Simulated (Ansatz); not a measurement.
**Selenium, omega (AlB2-type) under r²SCAN: from relaxation to bulk modulus**

The plan for selenium in the omega (AlB2-type) structure: relax it, solve it on a dense k-mesh, then scale the cell to 7 volumes from 88 to 112 % of the relaxed one and try a fit of the equation of state. Spin polarisation is left out. The k-meshes are 7×7×10 for the relaxation; 8×8×17 for the dense run; 7×7×15 for the volumes.

Program: Ansatz 0.2.0. Level of theory: DFT r2SCAN, plane waves (500 eV) with PAW, scalar-relativistic; the PAW data stem from PBE, with regenerated cores. These are calculated values, not measurements.

### Step 1. The starting structure

Symmetry: P6/mmm, No. 191, hexagonal system. The conventional cell has a = 4.976 Å, b = 4.976 Å, c = 3.051 Å, α = 90.00°, β = 90.00°, γ = 120.00°. Se (site symmetry 6/mmm) is surrounded by 14 Se at 3.05 to 3.25 Å. Around Se (site symmetry -6m2) lie 11 Se at 2.87 to 3.25 Å.

Structure file:

```
CELL_PARAMETERS angstrom
4.97645 0.00000 0.00000
-2.48822 4.30973 0.00000
0.00000 0.00000 3.05056
ATOMIC_POSITIONS crystal
Se 0.00000 0.00000 0.00000
Se 0.33333 0.66667 0.50000
Se 0.66667 0.33333 0.50000
```

### Step 2. Relaxation of the cell

The input, input.yaml:

```yaml
crystal:
  lattice:
    - [4.9764452362, 0.0, 0.0]
    - [-2.4882226181, 4.3097279951, 0.0]
    - [0.0, 0.0, 3.0505609298]
  atoms:
    - { symbol: Se, position: [0.0, 0.0, 0.0] }
    - { symbol: Se, position: [0.3333333333, 0.6666666667, 0.5] }
    - { symbol: Se, position: [0.6666666667, 0.3333333333, 0.5] }
hamiltonian:
  xc: r2scan
  pseudopotentials:
    kind: paw
    azcp:
      Se: "pseudopotentials/Se.paw.azcp"
basis:
  ecutwfc: 500
  fft_grid_basis: typed
kpoints:
  mp_grid: { grid: [7, 7, 10], shift: [0, 0, 0] }
magnetization:
  spin_polarized: false
scf:
  occupations: { method: fermi_dirac, width: 0.1 }
relax:
  max_steps: 60
  f_tol: 0.01
  cell: {}
```

On the command line:

```
> ansatz run input.yaml --threads 1 --pin off --max-ram 3584MiB --backend cpu --events-out ev --progress --plain --runs-dir out
```

Further steps of the session: Single point on a dense mesh; Equation of state: 88 %; Equation of state: 92 %; Equation of state: 96 %; Equation of state: 100 %; Equation of state: 104 %; Equation of state: 108 %; Equation of state: 112 %.

Before running it: what results should come out? Wanted: space group; conventional cell; volume; shortest distance; gap on the mesh; relative to trigonal; V₀, B₀, B₀′.

As calculated:

| quantity | value |
| --- | --- |
| space group (spins left aside) | P6/mmm (No. 191) |
| conventional cell | a = 6.535 Å, c = 2.382 Å (c/a = 0.364) |
| volume | 29.368 Å³/atom |
| shortest distance | 2.382 Å |
| gap on the mesh | none (levels filled in part) |
| relative to trigonal (grey) selenium | +598 meV/atom |
| V₀, B₀, B₀′ | 30.021 Å³/atom, 39 GPa, 2.4 |

In words: The relaxation enlarged the cell by 34.7 % in volume. It lies 598 meV/atom above the element's reference form at the same level (trigonal (grey) selenium, from a run of its own), so it is far from stable. No gap shows: it is a metal or semimetal at this level. The fitted modulus is 39 GPa; letting shape and positions relax at each volume could only lower it. The symmetry was held, so the structure may be unstable against distortions that break it.
